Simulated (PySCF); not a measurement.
**BeCl₂FH, a complex of two parts: interaction energy, part 1 of 3**

Aim: the interaction energy of `[Cl][Be][Cl]` with `F`.

Programs: PySCF 2.14.0. All values are calculated, for the isolated system unless a continuum is named. Atoms count from 0, parts from 1.

## Step 1: The system as given

5 atoms, charge 0, multiplicity 1; geometry: GFN2-xTB. Parts: 1 = atoms 0–2, `[Cl][Be][Cl]`, charge 0; 2 = atoms 3–4, `F`, charge 0.

## Step 2: Optimising the geometry at PBE0-D3(BJ)/def2-TZVPD

The job: settings as JSON, then the geometry in Å.

```
{"job": {"xc": "PBE0", "basis": "def2-TZVPD", "d3": "d3bj", "grid": 3, "kind": "geom", "shake": 0.01}, "charge": 0, "multiplicity": 1, "parts": [{"atoms": "0-2", "charge": 0, "multiplicity": 1}, {"atoms": "3-4", "charge": 0, "multiplicity": 1}]}
Cl    -1.293191    -0.095159     0.378768
Be     0.368314    -0.380727    -0.034457
Cl     2.034173    -0.680973    -0.445532
F     -4.159260     0.572728     1.036718
H     -3.295819     0.366379     0.829302
```

Run with:

```sh
$ OMP_NUM_THREADS=1 python cluster_run.py task.json out
```

One launch serves the whole session: the jobs run in the order shown.

Log:

```text
step   0  E = -1035.38430810  max force = 0.024387
step   1  E = -1035.38842815  max force = 0.002529
step   2  E = -1035.38878164  max force = 0.001433
step   3  E = -1035.38912594  max force = 0.000576
step   4  E = -1035.38920063  max force = 0.000302
step   5  E = -1035.38921847  max force = 0.000224
step   6  E = -1035.38922186  max force = 0.000087
optimisation converged
```

Run time: 72 s. Hardware: 1 thread of Arm Neoverse N1, shared host; peak memory 0.6 GiB.

The steps of the relaxation:

```csv
step,energy from step 0 (eV),largest force component (eV/Å)
0,0.0000,1.2540
1,-0.1121,0.1300
2,-0.1217,0.0737
3,-0.1311,0.0296
4,-0.1331,0.0155
5,-0.1336,0.0115
6,-0.1337,0.0045
```

Distances of close pairs at the start and the end, largest changes first:

```csv
bond,before (Å),after (Å),change (Å)
Cl0–Be1,1.736,1.805,+0.069
Be1–Cl2,1.742,1.793,+0.051
F3–H4,0.912,0.923,+0.011
```

The end geometry stands in the next job.

```csv
at the end point,value
"rotational constants (GHz, main isotopes)","1048.8, 0.767, 0.767"
dipole moment (D),2.49
```

Contacts at the end point (a selection, picked against the atoms' radii; other short pairs can be missing):

```csv
atoms,distance (Å),kind (by distance and angle),angle (°)
H4···Cl0,2.53,hydrogen bond,176
```

Against the parts relaxed at this level the binding energy is -1.49 kcal/mol, without counterpoise.

## Step 3: Coupled-cluster interaction energy: CCSD(T) and MP2, 2.53 Å

The job: settings as JSON, then the geometry in Å.

```
{"job": {"kind": "intercc", "basis": "aug-cc-pVDZ", "basis_mid": "aug-cc-pVTZ", "basis_large": "aug-cc-pVQZ"}, "charge": 0, "multiplicity": 1, "parts": [{"atoms": "0-2", "charge": 0, "multiplicity": 1}, {"atoms": "3-4", "charge": 0, "multiplicity": 1}]}
Cl    -1.122306    -0.177520     0.354494
Be     0.609188    -0.432203    -0.087138
Cl     2.328406    -0.702347    -0.519494
F     -4.404160     0.604848     1.088914
H     -3.521593     0.437701     0.877715
```

Level: CCSD(T)/aug-cc-pVDZ and MP2/aug-cc-pVTZ, aug-cc-pVQZ counterpoise interaction energy, frozen core, gas phase.

Log:

```text
part 1, own basis, geometry of the cluster
final grid: 34520 points
cycle   1  E = -933.8035541558  dE =  2.846e-01  |g| = 2.963e-01  |ddm| = 2.841e+00
cycle   2  E = -933.8354493020  dE = -3.190e-02  |g| = 1.304e-01  |ddm| = 8.373e-01
cycle   3  E = -933.8402348066  dE = -4.786e-03  |g| = 2.510e-02  |ddm| = 2.148e-01
cycle   4  E = -933.8406575456  dE = -4.227e-04  |g| = 4.542e-03  |ddm| = 8.219e-02
cycle   5  E = -933.8406755916  dE = -1.805e-05  |g| = 1.087e-03  |ddm| = 1.650e-02
cycle   6  E = -933.8406763980  dE = -8.063e-07  |g| = 2.342e-04  |ddm| = 3.707e-03
cycle   7  E = -933.8406764334  dE = -3.541e-08  |g| = 6.554e-05  |ddm| = 8.344e-04
cycle   8  E = -933.8406764367  dE = -3.336e-09  |g| = 1.429e-05  |ddm| = 2.380e-04
cycle   9  E = -933.8406764369  dE = -1.659e-10  |g| = 1.489e-06  |ddm| = 4.974e-05
converged SCF energy = -933.8406764369

part 2, own basis, geometry of the cluster
final grid: 16976 points
cycle   1  E = -100.0332543287  dE = -1.687e-01  |g| = 4.004e-01  |ddm| = 1.978e+00
cycle   2  E = -100.0539534831  dE = -2.070e-02  |g| = 2.362e-01  |ddm| = 6.584e-01
cycle   3  E = -100.0606490784  dE = -6.696e-03  |g| = 2.349e-02  |ddm| = 2.194e-01
cycle   4  E = -100.0607633412  dE = -1.143e-04  |g| = 6.270e-03  |ddm| = 2.915e-02
cycle   5  E = -100.0607791749  dE = -1.583e-05  |g| = 1.516e-03  |ddm| = 1.201e-02
cycle   6  E = -100.0607805303  dE = -1.355e-06  |g| = 2.391e-04  |ddm| = 4.257e-03
cycle   7  E = -100.0607805671  dE = -3.680e-08  |g| = 2.127e-05  |ddm| = 8.301e-04
cycle   8  E = -100.0607805674  dE = -2.195e-10  |g| = 2.375e-06  |ddm| = 4.877e-05
converged SCF energy = -100.0607805674

part 1, own basis, relaxed alone
final grid: 34520 points
cycle   1  E = -933.8036088074  dE =  2.855e-01  |g| = 2.962e-01  |ddm| = 2.842e+00
cycle   2  E = -933.8354784681  dE = -3.187e-02  |g| = 1.303e-01  |ddm| = 8.370e-01
cycle   3  E = -933.8402575855  dE = -4.779e-03  |g| = 2.509e-02  |ddm| = 2.147e-01
cycle   4  E = -933.8406800493  dE = -4.225e-04  |g| = 4.540e-03  |ddm| = 8.215e-02
cycle   5  E = -933.8406980790  dE = -1.803e-05  |g| = 1.086e-03  |ddm| = 1.649e-02
cycle   6  E = -933.8406988833  dE = -8.043e-07  |g| = 2.332e-04  |ddm| = 3.704e-03
cycle   7  E = -933.8406989184  dE = -3.513e-08  |g| = 6.539e-05  |ddm| = 8.310e-04
cycle   8  E = -933.8406989217  dE = -3.318e-09  |g| = 1.425e-05  |ddm| = 2.374e-04
cycle   9  E = -933.8406989219  dE = -1.641e-10  |g| = 1.480e-06  |ddm| = 4.959e-05
converged SCF energy = -933.8406989219

part 2, own basis, relaxed alone
final grid: 16976 points
cycle   1  E = -100.0334422364  dE = -1.669e-01  |g| = 4.001e-01  |ddm| = 1.981e+00
cycle   2  E = -100.0540950219  dE = -2.065e-02  |g| = 2.355e-01  |ddm| = 6.586e-01
cycle   3  E = -100.0607482026  dE = -6.653e-03  |g| = 2.345e-02  |ddm| = 2.190e-01
cycle   4  E = -100.0608613437  dE = -1.131e-04  |g| = 6.223e-03  |ddm| = 2.906e-02
cycle   5  E = -100.0608768799  dE = -1.554e-05  |g| = 1.504e-03  |ddm| = 1.190e-02
cycle   6  E = -100.0608782086  dE = -1.329e-06  |g| = 2.375e-04  |ddm| = 4.215e-03
cycle   7  E = -100.0608782449  dE = -3.632e-08  |g| = 2.124e-05  |ddm| = 8.269e-04
cycle   8  E = -100.0608782451  dE = -2.215e-10  |g| = 2.369e-06  |ddm| = 4.891e-05
converged SCF energy = -100.0608782451

cluster
final grid: 6016 points
cycle   1  E = -1033.9020086006  dE = -1.529e-03  |g| = 1.841e-02  |ddm| = 8.236e-01
cycle   2  E = -1033.9021250181  dE = -1.164e-04  |g| = 6.676e-03  |ddm| = 7.930e-02
cycle   3  E = -1033.9021403430  dE = -1.532e-05  |g| = 2.230e-03  |ddm| = 1.274e-02
cycle   4  E = -1033.9021432507  dE = -2.908e-06  |g| = 6.619e-04  |ddm| = 7.165e-03
cycle   5  E = -1033.9021434286  dE = -1.780e-07  |g| = 2.152e-04  |ddm| = 1.576e-03
cycle   6  E = -1033.9021434509  dE = -2.224e-08  |g| = 6.213e-05  |ddm| = 5.994e-04
cycle   7  E = -1033.9021434526  dE = -1.770e-09  |g| = 1.457e-05  |ddm| = 1.734e-04
cycle   8  E = -1033.9021434528  dE = -1.414e-10  |g| = 3.100e-06  |ddm| = 8.322e-05
converged SCF energy = -1033.9021434528

part 1 in the basis of the cluster
final grid: 6016 points
cycle   1  E = -933.8407379031  dE = -6.169e-05  |g| = 1.130e-03  |ddm| = 8.157e-01
cycle   2  E = -933.8407383646  dE = -4.616e-07  |g| = 1.181e-04  |ddm| = 8.449e-02
cycle   3  E = -933.8407383707  dE = -6.065e-09  |g| = 1.356e-05  |ddm| = 1.052e-02
cycle   4  E = -933.8407383708  dE = -5.559e-11  |g| = 4.555e-06  |ddm| = 3.086e-04
converged SCF energy = -933.8407383708

part 2 in the basis of the cluster
final grid: 6016 points
cycle   1  E = -100.0608184919  dE = -3.884e-05  |g| = 1.315e-03  |ddm| = 2.910e-01
cycle   2  E = -100.0608190115  dE = -5.197e-07  |g| = 1.749e-04  |ddm| = 2.923e-02
cycle   3  E = -100.0608190226  dE = -1.110e-08  |g| = 1.496e-05  |ddm| = 3.978e-03
cycle   4  E = -100.0608190227  dE = -5.699e-11  |g| = 7.215e-06  |ddm| = 1.154e-04
converged SCF energy = -100.0608190227

Interaction energy (kcal/mol)
  counterpoise       -1.118
  uncorrected        -1.526
  dispersion part     0.000
  deformation         0.014
  binding            -1.104

Decomposition of the uncorrected value (kcal/mol)
  electrostatic      -0.759
  Pauli               1.372
  orbital            -1.044
  dispersion          0.000
  correlation        -1.095

Charge of each part in the cluster: 0.006 -0.006
part 1, own basis, geometry of the cluster
final grid: 34520 points
cycle   1  E = -933.8110329140  dE =  2.822e-01  |g| = 2.969e-01  |ddm| = 3.029e+00
cycle   2  E = -933.8428897089  dE = -3.186e-02  |g| = 1.376e-01  |ddm| = 9.311e-01
cycle   3  E = -933.8476972140  dE = -4.808e-03  |g| = 2.543e-02  |ddm| = 2.913e-01
cycle   4  E = -933.8481255569  dE = -4.283e-04  |g| = 5.016e-03  |ddm| = 1.032e-01
cycle   5  E = -933.8481467646  dE = -2.121e-05  |g| = 1.184e-03  |ddm| = 2.247e-02
cycle   6  E = -933.8481476851  dE = -9.205e-07  |g| = 2.223e-04  |ddm| = 5.285e-03
cycle   7  E = -933.8481477199  dE = -3.485e-08  |g| = 5.727e-05  |ddm| = 8.928e-04
cycle   8  E = -933.8481477226  dE = -2.646e-09  |g| = 1.442e-05  |ddm| = 2.038e-04
cycle   9  E = -933.8481477227  dE = -1.457e-10  |g| = 2.154e-06  |ddm| = 6.072e-05
converged SCF energy = -933.8481477227

part 2, own basis, geometry of the cluster
final grid: 16976 points
cycle   1  E = -100.0404862448  dE = -1.695e-01  |g| = 4.040e-01  |ddm| = 2.130e+00
cycle   2  E = -100.0613185840  dE = -2.083e-02  |g| = 2.387e-01  |ddm| = 6.034e-01
cycle   3  E = -100.0681104915  dE = -6.792e-03  |g| = 2.391e-02  |ddm| = 2.159e-01
cycle   4  E = -100.0682257834  dE = -1.153e-04  |g| = 6.467e-03  |ddm| = 2.688e-02
cycle   5  E = -100.0682420220  dE = -1.624e-05  |g| = 1.579e-03  |ddm| = 1.105e-02
cycle   6  E = -100.0682434616  dE = -1.440e-06  |g| = 2.635e-04  |ddm| = 3.820e-03
cycle   7  E = -100.0682435064  dE = -4.474e-08  |g| = 2.509e-05  |ddm| = 8.538e-04
cycle   8  E = -100.0682435067  dE = -3.256e-10  |g| = 2.766e-06  |ddm| = 7.838e-05
converged SCF energy = -100.0682435067

part 1, own basis, relaxed alone
final grid: 34520 points
cycle   1  E = -933.8110901359  dE =  2.831e-01  |g| = 2.968e-01  |ddm| = 3.030e+00
cycle   2  E = -933.8429214498  dE = -3.183e-02  |g| = 1.375e-01  |ddm| = 9.308e-01
cycle   3  E = -933.8477224642  dE = -4.801e-03  |g| = 2.542e-02  |ddm| = 2.912e-01
cycle   4  E = -933.8481505333  dE = -4.281e-04  |g| = 5.014e-03  |ddm| = 1.031e-01
cycle   5  E = -933.8481717212  dE = -2.119e-05  |g| = 1.183e-03  |ddm| = 2.246e-02
cycle   6  E = -933.8481726397  dE = -9.185e-07  |g| = 2.215e-04  |ddm| = 5.283e-03
cycle   7  E = -933.8481726743  dE = -3.463e-08  |g| = 5.689e-05  |ddm| = 8.891e-04
cycle   8  E = -933.8481726769  dE = -2.626e-09  |g| = 1.418e-05  |ddm| = 2.032e-04
cycle   9  E = -933.8481726771  dE = -1.385e-10  |g| = 2.128e-06  |ddm| = 6.021e-05
converged SCF energy = -933.8481726771

part 2, own basis, relaxed alone
final grid: 16976 points
cycle   1  E = -100.0406824710  dE = -1.677e-01  |g| = 4.036e-01  |ddm| = 2.133e+00
cycle   2  E = -100.0614679847  dE = -2.079e-02  |g| = 2.381e-01  |ddm| = 6.033e-01
cycle   3  E = -100.0682171435  dE = -6.749e-03  |g| = 2.387e-02  |ddm| = 2.154e-01
cycle   4  E = -100.0683312933  dE = -1.141e-04  |g| = 6.420e-03  |ddm| = 2.681e-02
cycle   5  E = -100.0683472276  dE = -1.593e-05  |g| = 1.567e-03  |ddm| = 1.095e-02
cycle   6  E = -100.0683486390  dE = -1.411e-06  |g| = 2.618e-04  |ddm| = 3.779e-03
cycle   7  E = -100.0683486831  dE = -4.411e-08  |g| = 2.505e-05  |ddm| = 8.489e-04
cycle   8  E = -100.0683486834  dE = -3.255e-10  |g| = 2.762e-06  |ddm| = 7.838e-05
converged SCF energy = -100.0683486834

cluster
final grid: 6016 points
cycle   1  E = -1033.9168656222  dE = -1.482e-03  |g| = 1.940e-02  |ddm| = 6.643e-01
cycle   2  E = -1033.9169836317  dE = -1.180e-04  |g| = 7.267e-03  |ddm| = 9.505e-02
cycle   3  E = -1033.9169994716  dE = -1.584e-05  |g| = 2.248e-03  |ddm| = 2.099e-02
cycle   4  E = -1033.9170025186  dE = -3.047e-06  |g| = 6.882e-04  |ddm| = 1.112e-02
cycle   5  E = -1033.9170027082  dE = -1.895e-07  |g| = 2.227e-04  |ddm| = 1.543e-03
cycle   6  E = -1033.9170027317  dE = -2.352e-08  |g| = 6.709e-05  |ddm| = 9.284e-04
cycle   7  E = -1033.9170027337  dE = -1.995e-09  |g| = 1.604e-05  |ddm| = 2.904e-04
cycle   8  E = -1033.9170027338  dE = -1.605e-10  |g| = 3.367e-06  |ddm| = 9.977e-05
converged SCF energy = -1033.9170027338

part 1 in the basis of the cluster
final grid: 6016 points
cycle   1  E = -933.8481552396  dE = -7.182e-06  |g| = 3.961e-04  |ddm| = 4.238e-01
cycle   2  E = -933.8481552967  dE = -5.703e-08  |g| = 4.426e-05  |ddm| = 3.807e-02
cycle   3  E = -933.8481552976  dE = -9.437e-10  |g| = 3.800e-06  |ddm| = 4.414e-03
converged SCF energy = -933.8481552976

part 2 in the basis of the cluster
final grid: 6016 points
cycle   1  E = -100.0682672294  dE = -2.496e-05  |g| = 9.894e-04  |ddm| = 4.568e-01
cycle   2  E = -100.0682675461  dE = -3.167e-07  |g| = 1.240e-04  |ddm| = 5.098e-02
cycle   3  E = -100.0682675521  dE = -5.983e-09  |g| = 9.391e-06  |ddm| = 6.696e-03
cycle   4  E = -100.0682675521  dE = -2.674e-11  |g| = 4.325e-06  |ddm| = 9.829e-05
converged SCF energy = -100.0682675521

Interaction energy (kcal/mol)
  counterpoise       -1.172
  uncorrected        -1.357
  dispersion part     0.000
  deformation         0.024
  binding            -1.147

Decomposition of the uncorrected value (kcal/mol)
  electrostatic      -0.730
  Pauli               1.361
  orbital            -1.016
  dispersion          0.000
  correlation        -0.972

Charge of each part in the cluster: 0.006 -0.006
part 1 in the basis of the cluster: E(HF) = -933.811888981  E2 = -0.325854907  E(CCSD corr) = -0.350921887  (T) = -0.009750071
part 2 in the basis of the cluster: E(HF) = -100.033311300  E2 = -0.222852584  E(CCSD corr) = -0.226525108  (T) = -0.004224679
cluster: E(HF) = -1033.845566522  E2 = -0.549683030  E(CCSD corr) = -0.578217060  (T) = -0.014112296

Counterpoise interaction energy (kcal/mol)
  hf_small                  -0.230
  mp2_small                 -0.842
  ccsd_small                -0.713
  ccsdt_small               -0.799
  hf_large                  -0.364
  mp2_large                 -1.171
  hf_middle                 -0.368
  mp2_middle                -1.118
  scs_mp2_large             -0.939
  mp2_limit                 -1.214
  ccsdt_less_mp2             0.043
  ccsdt_limit_estimate      -1.171
  bsse_mp2_large             0.185
```

Wall time 3.1 min (1 thread of Arm Neoverse N1, shared host); peak memory 1.6 GiB.

Contacts at this geometry (a selection, picked against the atoms' radii; other short pairs can be missing):

```csv
atoms,distance (Å),kind (by distance and angle),angle (°)
H4···Cl0,2.53,hydrogen bond,176
```

```csv
method,interaction energy (kcal/mol),"from CCSD(T), limit estimate (kcal/mol)"
HF/aug-cc-pVDZ,-0.23,+0.94
MP2/aug-cc-pVDZ,-0.84,+0.33
CCSD/aug-cc-pVDZ,-0.71,+0.46
CCSD(T)/aug-cc-pVDZ,-0.80,+0.37
HF/aug-cc-pVQZ,-0.36,+0.81
MP2/aug-cc-pVQZ,-1.17,0.00
SCS-MP2/aug-cc-pVQZ,-0.94,+0.23
"MP2, extrapolated",-1.21,-0.04
"CCSD(T), limit estimate",-1.17,0
```

## Step 4: Coupled-cluster interaction energy: CCSD(T) and MP2, 2.66 Å

Same as in step 3 but for these lines:

```diff
@@ -4,3 +4,3 @@
 Cl     2.328406    -0.702347    -0.519494
-F     -4.404160     0.604848     1.088914
-H     -3.521593     0.437701     0.877715
+F     -4.524124     0.635609     1.115075
+H     -3.641557     0.468462     0.903876
```

Level: CCSD(T)/aug-cc-pVDZ and MP2/aug-cc-pVTZ, aug-cc-pVQZ counterpoise interaction energy, frozen core, gas phase.

Log:

```text
part 1, own basis, geometry of the cluster: E = -933.8406764369 (as before)

part 2, own basis, geometry of the cluster: E = -100.0607805674 (as before)

part 1, own basis, relaxed alone: E = -933.8406989219 (as before)

part 2, own basis, relaxed alone: E = -100.0608782451 (as before)

cluster
final grid: 6016 points
cycle   1  E = -1033.9022906700  dE = -1.116e-03  |g| = 1.580e-02  |ddm| = 8.168e-01
cycle   2  E = -1033.9023763542  dE = -8.568e-05  |g| = 5.666e-03  |ddm| = 7.648e-02
cycle   3  E = -1033.9023875527  dE = -1.120e-05  |g| = 1.851e-03  |ddm| = 1.078e-02
cycle   4  E = -1033.9023896263  dE = -2.074e-06  |g| = 5.257e-04  |ddm| = 6.023e-03
cycle   5  E = -1033.9023897411  dE = -1.148e-07  |g| = 1.719e-04  |ddm| = 1.273e-03
cycle   6  E = -1033.9023897550  dE = -1.387e-08  |g| = 5.266e-05  |ddm| = 4.882e-04
cycle   7  E = -1033.9023897562  dE = -1.250e-09  |g| = 1.231e-05  |ddm| = 1.358e-04
cycle   8  E = -1033.9023897563  dE = -1.000e-10  |g| = 2.653e-06  |ddm| = 6.897e-05
converged SCF energy = -1033.9023897563

part 1 in the basis of the cluster
final grid: 6016 points
cycle   1  E = -933.8407311845  dE = -5.507e-05  |g| = 1.034e-03  |ddm| = 8.145e-01
cycle   2  E = -933.8407315870  dE = -4.025e-07  |g| = 1.067e-04  |ddm| = 8.249e-02
cycle   3  E = -933.8407315921  dE = -5.163e-09  |g| = 1.253e-05  |ddm| = 1.012e-02
cycle   4  E = -933.8407315922  dE = -5.582e-11  |g| = 4.202e-06  |ddm| = 3.110e-04
converged SCF energy = -933.8407315922

part 2 in the basis of the cluster
final grid: 6016 points
cycle   1  E = -100.0608142661  dE = -3.463e-05  |g| = 1.245e-03  |ddm| = 2.775e-01
cycle   2  E = -100.0608147380  dE = -4.719e-07  |g| = 1.666e-04  |ddm| = 2.822e-02
cycle   3  E = -100.0608147481  dE = -1.015e-08  |g| = 1.504e-05  |ddm| = 3.953e-03
cycle   4  E = -100.0608147482  dE = -4.928e-11  |g| = 7.535e-06  |ddm| = 1.195e-04
converged SCF energy = -100.0608147482

Interaction energy (kcal/mol)
  counterpoise       -1.100
  uncorrected        -1.459
  dispersion part     0.000
  deformation         0.014
  binding            -1.086

Decomposition of the uncorrected value (kcal/mol)
  electrostatic      -0.672
  Pauli               0.849
  orbital            -0.762
  dispersion          0.000
  correlation        -0.873

Charge of each part in the cluster: 0.005 -0.005
part 1, own basis, geometry of the cluster: E = -933.8481477227 (as before)

part 2, own basis, geometry of the cluster: E = -100.0682435067 (as before)

part 1, own basis, relaxed alone: E = -933.8481726771 (as before)

part 2, own basis, relaxed alone: E = -100.0683486834 (as before)

cluster
final grid: 6016 points
cycle   1  E = -1033.9171594019  dE = -1.079e-03  |g| = 1.671e-02  |ddm| = 6.366e-01
cycle   2  E = -1033.9172467464  dE = -8.734e-05  |g| = 6.205e-03  |ddm| = 9.027e-02
cycle   3  E = -1033.9172583799  dE = -1.163e-05  |g| = 1.876e-03  |ddm| = 1.907e-02
cycle   4  E = -1033.9172605651  dE = -2.185e-06  |g| = 5.500e-04  |ddm| = 1.042e-02
cycle   5  E = -1033.9172606887  dE = -1.236e-07  |g| = 1.780e-04  |ddm| = 1.279e-03
cycle   6  E = -1033.9172607035  dE = -1.481e-08  |g| = 5.656e-05  |ddm| = 7.815e-04
cycle   7  E = -1033.9172607049  dE = -1.388e-09  |g| = 1.358e-05  |ddm| = 2.380e-04
cycle   8  E = -1033.9172607050  dE = -1.137e-10  |g| = 2.883e-06  |ddm| = 7.888e-05
converged SCF energy = -1033.9172607050

part 1 in the basis of the cluster
final grid: 6016 points
cycle   1  E = -933.8481540743  dE = -6.171e-06  |g| = 3.590e-04  |ddm| = 3.896e-01
cycle   2  E = -933.8481541237  dE = -4.939e-08  |g| = 3.984e-05  |ddm| = 3.532e-02
cycle   3  E = -933.8481541245  dE = -7.983e-10  |g| = 3.337e-06  |ddm| = 4.083e-03
converged SCF energy = -933.8481541245

part 2 in the basis of the cluster
final grid: 6016 points
cycle   1  E = -100.0682645634  dE = -2.230e-05  |g| = 9.418e-04  |ddm| = 4.548e-01
cycle   2  E = -100.0682648459  dE = -2.825e-07  |g| = 1.172e-04  |ddm| = 4.982e-02
cycle   3  E = -100.0682648511  dE = -5.252e-09  |g| = 8.034e-06  |ddm| = 6.442e-03
cycle   4  E = -100.0682648512  dE = -2.218e-11  |g| = 3.289e-06  |ddm| = 1.063e-04
converged SCF energy = -100.0682648512

Interaction energy (kcal/mol)
  counterpoise       -1.142
  uncorrected        -1.294
  dispersion part     0.000
  deformation         0.024
  binding            -1.118

Decomposition of the uncorrected value (kcal/mol)
  electrostatic      -0.649
  Pauli               0.844
  orbital            -0.741
  dispersion          0.000
  correlation        -0.748

Charge of each part in the cluster: 0.005 -0.005
part 1 in the basis of the cluster: E(HF) = -933.811860533  E2 = -0.325789354  E(CCSD corr) = -0.350852580  (T) = -0.009742727
part 2 in the basis of the cluster: E(HF) = -100.033304040  E2 = -0.222825957  E(CCSD corr) = -0.226497970  (T) = -0.004217733
cluster: E(HF) = -1033.845862480  E2 = -0.549371416  E(CCSD corr) = -0.577951640  (T) = -0.014066317

Counterpoise interaction energy (kcal/mol)
  hf_small                  -0.438
  mp2_small                 -0.912
  ccsd_small                -0.815
  ccsdt_small               -0.882
  hf_large                  -0.528
  mp2_large                 -1.142
  hf_middle                 -0.529
  mp2_middle                -1.100
  scs_mp2_large             -0.960
  mp2_limit                 -1.174
  ccsdt_less_mp2             0.031
  ccsdt_limit_estimate      -1.143
  bsse_mp2_large             0.152
```

It took 3 min on 1 thread of Arm Neoverse N1, shared host; peak memory 1.7 GiB.

Contacts at this geometry (a selection, picked against the atoms' radii; other short pairs can be missing):

```csv
atoms,distance (Å),kind (by distance and angle),angle (°)
H4···Cl0,2.66,hydrogen bond,176
```

Differences are taken before rounding.

```csv
method,interaction energy (kcal/mol),"from CCSD(T), limit estimate (kcal/mol)"
HF/aug-cc-pVDZ,-0.44,+0.71
MP2/aug-cc-pVDZ,-0.91,+0.23
CCSD/aug-cc-pVDZ,-0.82,+0.33
CCSD(T)/aug-cc-pVDZ,-0.88,+0.26
HF/aug-cc-pVQZ,-0.53,+0.62
MP2/aug-cc-pVQZ,-1.14,0.00
SCS-MP2/aug-cc-pVQZ,-0.96,+0.18
"MP2, extrapolated",-1.17,-0.03
"CCSD(T), limit estimate",-1.14,0
```

(Continued in part 2 of 3.)
